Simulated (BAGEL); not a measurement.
# ZnNH3 (SMILES [NH2][ZnH]), step by step

Aim: a single-point energy (HF/ANO-RCC-VDZP), then the energy (CASSCF(10,6)/ANO-RCC-VDZP) of ZnNH3. 

The results are computed with BAGEL 1.2.2.

5 further runs of the same task are left out: 3 that didn't finish, 2 set aside as unsound or not needed.

**1. Starting point**

ZnNH3: 5 atoms, total charge 0, spin state singlet. SMILES: `[NH2][ZnH]`. The coordinates come from a PBE0-D4/def2-TZVP relaxation.

Bond lengths: N1–Zn2 1.817 Å, N1–H3 1.009 Å, N1–H4 1.009 Å, Zn2–H5 1.523 Å. Angles: N1–Zn2–H5 176.2°, Zn2–N1–H3 119.9°, Zn2–N1–H4 119.9°, H3–N1–H4 108.6°.

**2. The energy at HF/ANO-RCC-VDZP (DKH2, density fitting with svp-jkfit) (run 1)**

File calc.json:

```json
{ "bagel" : [

{
  "title" : "molecule",
  "basis" : "ano-rcc-vdzp.json",
  "df_basis" : "svp-jkfit",
  "angstrom" : false,
  "dkh" : true,
  "geometry" : [
    { "atom" : "N", "xyz" : [    -0.27212056,    -1.57565364,    -0.12396603 ] },
    { "atom" : "Zn", "xyz" : [     0.65176654,     1.73023324,    -0.18405932 ] },
    { "atom" : "H", "xyz" : [    -1.97684250,    -2.09967470,    -0.79859826 ] },
    { "atom" : "H", "xyz" : [     0.13832795,    -2.65071884,     1.39650761 ] },
    { "atom" : "H", "xyz" : [     1.55335487,     4.45691906,    -0.36830762 ] }
  ]
},

{ "title" : "hf" },

{ "title" : "print", "file" : "orbitals.molden", "orbitals" : true }

]}
```

The basis set ANO-RCC-VDZP is read from a file made from the Basis Set Exchange's data (not shown).

Launch:

```bash
$ BAGEL_NUM_THREADS=1 BAGEL calc.json > calc.out
```

Standard output:

```text
* using 1 threads per process

  ===============================================================
  ===============================================================

  *** Geometry ***

  { "atom" : "N", "xyz" : [     -0.272121,     -1.575654,     -0.123966 ] },
  { "atom" : "Zn", "xyz" : [      0.651767,      1.730233,     -0.184059 ] },
  { "atom" : "H", "xyz" : [     -1.976843,     -2.099675,     -0.798598 ] },
  { "atom" : "H", "xyz" : [      0.138328,     -2.650719,      1.396508 ] },
  { "atom" : "H", "xyz" : [      1.553355,      4.456919,     -0.368308 ] },

  Number of auxiliary basis functions:      395

  Since a DF basis is specified, we compute 2- and 3-index integrals:
    o Being stored without compression. Storage requirement is 0.013 GB

  Number of basis functions:       63
  Number of electrons      :       40

    * METHOD: MOLECULE                             0.55

  *** RHF ***

  === Nuclear Repulsion ===
    93.4421715654

      * DIIS with orbital gradients will be used.

  === RHF iteration (ano-rcc-vdzp.json) ===
      0      -1850.24624612          0.03007866           0.04
      1      -1850.35632576          0.02239546           0.05
      2      -1850.45190926          0.00173741           0.05
      3      -1850.45304260          0.00113379           0.05
      4      -1850.45327396          0.00021995           0.04
      5      -1850.45329304          0.00004261           0.04
      6      -1850.45329431          0.00001579           0.04
      7      -1850.45329451          0.00000366           0.04
      8      -1850.45329452          0.00000140           0.04
      9      -1850.45329452          0.00000062           0.05
     10      -1850.45329452          0.00000025           0.05
     11      -1850.45329452          0.00000015           0.04
     12      -1850.45329452          0.00000003           0.04
     13      -1850.45329452          0.00000001           0.04
    * SCF iteration converged.

    * Permanent dipole moment:
           (    0.267015,     0.019792,    -0.252436) a.u.

    * METHOD: HF                                   1.30

    * METHOD: PRINT                                0.01

  ===============================================================
```

Run time: 2.2 s. Hardware: 1 thread of Intel Xeon Platinum 8259CL at 2.50GHz (Skylake/Cascade Lake), shared host; peak memory 0.23 GiB.

**3. A single-point energy at CASSCF(10,6)/ANO-RCC-VDZP (DKH2, density fitting with svp-jkfit, 2 states averaged) (run 2)**

File input.json:

```json
{ "bagel": [

{
  "title": "molecule",
  "basis": "ano-rcc-vdzp.json",
  "df_basis": "svp-jkfit",
  "angstrom": false,
  "dkh": true,
  "geometry": [
    { "atom": "N", "xyz": [ -0.27212056, -1.57565364, -0.12396603 ] },
    { "atom": "Zn", "xyz": [  0.65176654,  1.73023324, -0.18405932 ] },
    { "atom": "H", "xyz": [ -1.97684250, -2.09967470, -0.79859826 ] },
    { "atom": "H", "xyz": [  0.13832795, -2.65071884,  1.39650761 ] },
    { "atom": "H", "xyz": [  1.55335487,  4.45691906, -0.36830762 ] }
  ]
},
{
  "title": "hf"
},
{
  "title": "casscf",
  "nstate": 2,
  "nact": 6,
  "nclosed": 15,
  "active": [12, 13, 14, 15, 16, 24],
  "maxiter": 200,
  "natocc": true
},
{
  "title": "print",
  "file": "orbitals.molden",
  "orbitals": true
}

]}
```

The basis set ANO-RCC-VDZP is read from a file made from the Basis Set Exchange's data (not shown).

Launch:

```bash
$ BAGEL_NUM_THREADS=1 BAGEL input.json > input.out
```

Standard output:

```text
* using 1 threads per process

  ===============================================================
  ===============================================================

  *** Geometry ***

  { "atom" : "N", "xyz" : [     -0.272121,     -1.575654,     -0.123966 ] },
  { "atom" : "Zn", "xyz" : [      0.651767,      1.730233,     -0.184059 ] },
  { "atom" : "H", "xyz" : [     -1.976843,     -2.099675,     -0.798598 ] },
  { "atom" : "H", "xyz" : [      0.138328,     -2.650719,      1.396508 ] },
  { "atom" : "H", "xyz" : [      1.553355,      4.456919,     -0.368308 ] },

  Number of auxiliary basis functions:      395

  Since a DF basis is specified, we compute 2- and 3-index integrals:
    o Being stored without compression. Storage requirement is 0.013 GB

  Number of basis functions:       63
  Number of electrons      :       40

    * METHOD: MOLECULE                             0.50

  *** RHF ***

  === Nuclear Repulsion ===
    93.4421715654

      * DIIS with orbital gradients will be used.

  === RHF iteration (ano-rcc-vdzp.json) ===
      0      -1850.24624612          0.03007866           0.05
      1      -1850.35632576          0.02239546           0.05
      2      -1850.45190926          0.00173741           0.04
      3      -1850.45304260          0.00113379           0.04
      4      -1850.45327396          0.00021995           0.04
      5      -1850.45329304          0.00004261           0.04
      6      -1850.45329431          0.00001579           0.04
      7      -1850.45329451          0.00000366           0.04
      8      -1850.45329452          0.00000140           0.04
      9      -1850.45329452          0.00000062           0.04
     10      -1850.45329452          0.00000025           0.04
     11      -1850.45329452          0.00000015           0.04
     12      -1850.45329452          0.00000003           0.04
     13      -1850.45329452          0.00000001           0.04
    * SCF iteration converged.

    * Permanent dipole moment:
           (    0.267015,     0.019792,    -0.252436) a.u.

    * METHOD: HF                                   1.32

  ---------------------------
      CASSCF calculation
  ---------------------------

    ==== Active orbitals : =====
         Orbital 12
         Orbital 13
         Orbital 14
         Orbital 15
         Orbital 16
         Orbital 24
    ============================

    * nstate   :      2
    * nclosed  :     15
    * nact     :      6
    * nvirt    :     42
  === CASSCF iteration (ano-rcc-vdzp.json) ===

    * Using the second-order algorithm

      0  0     -1850.45351697     3.99e-02      0.02
      0  1     -1849.78184704     0.00e+00      0.02

      1  0     -1850.42919595     7.22e-03      0.36
      1  1     -1849.89291974     0.00e+00      0.36

      2  0     -1850.42238739     2.99e-03      0.35
      2  1     -1849.96870327     0.00e+00      0.35

      3  0     -1850.43894550     2.11e-02      0.28
[... 69 lines of this table left out ...]
     26  1     -1850.26317786     0.00e+00      0.29

     27  0     -1850.44190496     3.73e-09      0.26
     27  1     -1850.26317785     0.00e+00      0.26

    * Second-order optimization converged. *

     guess   0:   closed 11111.               open ......
     guess   1:   closed 1111..               open ....11

  === FCI iteration ===

      0  0     -1850.44007406     7.42e-03      0.00
      0  1     -1850.26024704     9.77e-03      0.00

      1  0     -1850.44181339     1.24e-03      0.00
      1  1     -1850.26297676     1.44e-03      0.00

      2  0     -1850.44190301     2.13e-04      0.00
      2  1     -1850.26317698     1.63e-04      0.00

      3  0     -1850.44190494     2.74e-05      0.00
[... 15 lines of this table left out ...]
      8  1     -1850.26317785     2.12e-10      0.00

      9  0 *   -1850.44190496     4.74e-11      0.00
      9  1 *   -1850.26317785     3.77e-11      0.00

     * ci vector, state   0, <S^2> = -0.0000
       22222.     0.9979243208

     * ci vector, state   1, <S^2> = -0.0000
       2222ba    -0.7053926078
       2222ab    -0.7053926078

    * METHOD: CASSCF                               7.56

    * METHOD: PRINT                                0.01

  ===============================================================
```

Wall time 9.9 s (1 thread of Intel Xeon Platinum 8259CL at 2.50GHz (Skylake/Cascade Lake), shared host); peak memory 0.23 GiB.

**4. What came out**

| quantity | value |
| --- | --- |
| run 1, HF/ANO-RCC-VDZP: total energy | -1850.45329 Eh |
| run 1, HF/ANO-RCC-VDZP: dipole moment | 0.94 D |
| run 1, HF/ANO-RCC-VDZP: HOMO energy | -10.03 eV |
| run 1, HF/ANO-RCC-VDZP: LUMO energy | 2.39 eV |
| run 1, HF/ANO-RCC-VDZP: HOMO–LUMO gap | 12.41 eV |
| run 2, CASSCF(10,6)/ANO-RCC-VDZP: energy of the lowest of 2 roots | -1850.44190 Eh |
| run 2, CASSCF(10,6)/ANO-RCC-VDZP: lowest excitation energy within this active space | 4.86 eV |

The orbitals (run 2, CASSCF(10,6)/ANO-RCC-VDZP) are averaged over several states, so each root lies above its own optimum (it can stand above Hartree-Fock), and forces and dipoles share that bias.
